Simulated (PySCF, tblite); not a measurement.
# C5H11GeN2P: geometry, infrared bands and NMR shifts

Aim: predict the infrared bands and NMR shifts of C5H11GeN2P (`CN(C)c1c[n]([GeH3])cp1`).

Computed with tblite 0.8.0 and PySCF 2.14.0, with density-fitted response routines of our own, on a single molecule in the gas phase. Atoms count from 0, in the outputs and in this text.

### Step 1. Starting geometry

20 atoms, charge 0, multiplicity 1; geometry from: force field or distance geometry start.

Bonds of the start (Å): C0–N1 1.46, N1–C2 1.46, N1–C3 1.45, C3–C4 1.39, C4–N5 1.36, N5–Ge6 1.87, N5–C7 1.34, C7–P8 1.72, P8–C3 1.73, C0–H9 1.11, C0–H10 1.11, C0–H11 1.12, C2–H12 1.13, C2–H13 1.10, C2–H14 1.12, C4–H15 1.09, Ge6–H16 1.55, Ge6–H17 1.56, Ge6–H18 1.55, C7–H19 1.08.

### Step 2. Geometry optimisation with GFN2-xTB

What the job is given:

```
{"job": {"kind": "relax", "xc": "GFN2-xTB", "basis": "xTB"}, "charge": 0, "multiplicity": 1}
C     -2.795900    -1.013700    -0.723800
N     -1.792900    -0.121100    -0.155400
C     -2.181500     1.024900     0.667900
C     -0.389300    -0.384400    -0.386300
C      0.674700     0.360600     0.119200
N      1.894000    -0.100300    -0.256900
Ge     3.497500     0.687700     0.302700
C      1.857200    -1.212200    -1.007200
P      0.238500    -1.710000    -1.299900
H     -2.668100    -2.044500    -0.334700
H     -2.716700    -1.016000    -1.831300
H     -3.836700    -0.687100    -0.461000
H     -3.299700     1.107100     0.763300
H     -1.765100     0.932700     1.684800
H     -1.820300     1.972200     0.198600
H      0.553200     1.241900     0.744700
H      4.595600     0.443700    -0.757000
H      3.931600     0.048100     1.653100
H      3.285900     2.212100     0.498300
H      2.732700    -1.731000    -1.374900
```

Started as:

```bash
OMP_NUM_THREADS=1 python probes_run.py task.json out
```

This one command runs all jobs of the session in turn.

**Question.** This job is followed by: GFN2-xTB harmonic vibrations, gas phase; GIAO PBE0/pcSseg-1 NMR shielding, non-relativistic, gas phase. What will the session give for the following? strongest single infrared mode (GFN2-xTB); zero-point energy (GFN2-xTB); ¹³C shifts against TMS (PBE0/pcSseg-1, means over atoms taken as alike); ¹H shifts against TMS (PBE0/pcSseg-1, means over atoms taken as alike); ¹⁵N shifts against NH3 (PBE0/pcSseg-1); ⁷³Ge shifts against GeMe4 (PBE0/pcSseg-1); ³¹P shifts against H3PO4 (PBE0/pcSseg-1).

The runs gave:

| quantity | value |
| --- | --- |
| strongest single infrared mode (GFN2-xTB) | 2050 cm⁻¹, 416 km/mol |
| zero-point energy (GFN2-xTB) | 92.2 kcal/mol |
| ¹³C shifts against TMS (PBE0/pcSseg-1, means over atoms taken as alike) | 172.5, 160.3, 115.1, 44.5 ppm |
| ¹H shifts against TMS (PBE0/pcSseg-1, means over atoms taken as alike) | 7.67, 6.69, 4.98, 2.88 ppm |
| ¹⁵N shifts against NH3 (PBE0/pcSseg-1) | 181.7, 66.8 ppm |
| ⁷³Ge shifts against GeMe4 (PBE0/pcSseg-1) | -138 ppm |
| ³¹P shifts against H3PO4 (PBE0/pcSseg-1) | 90.8 ppm |

What this shows: The optimisation took 113 steps and gained 0.478 eV; among the close pairs (by a distance rule), N1–C3 changed most, from 1.447 to 1.385 Å. No mode is imaginary among the 54: a minimum at this level. The strongest single mode, at 2050 cm⁻¹, moves mainly H18 and H17. Unscaled tight-binding wavenumbers are off by several per cent, some by more. Its intensities can rank the bands wrongly. At PBE0/pcSseg-1: The widest tensor belongs to P8: span 367 ppm, with a paramagnetic part of -742 ppm. NICS(1)zz of -25 ppm above the planar ring from C3 marks a diatropic (aromatic) ring current. Spin-orbit coupling is left out, which matters for shieldings and couplings at and beside the heavy atoms.
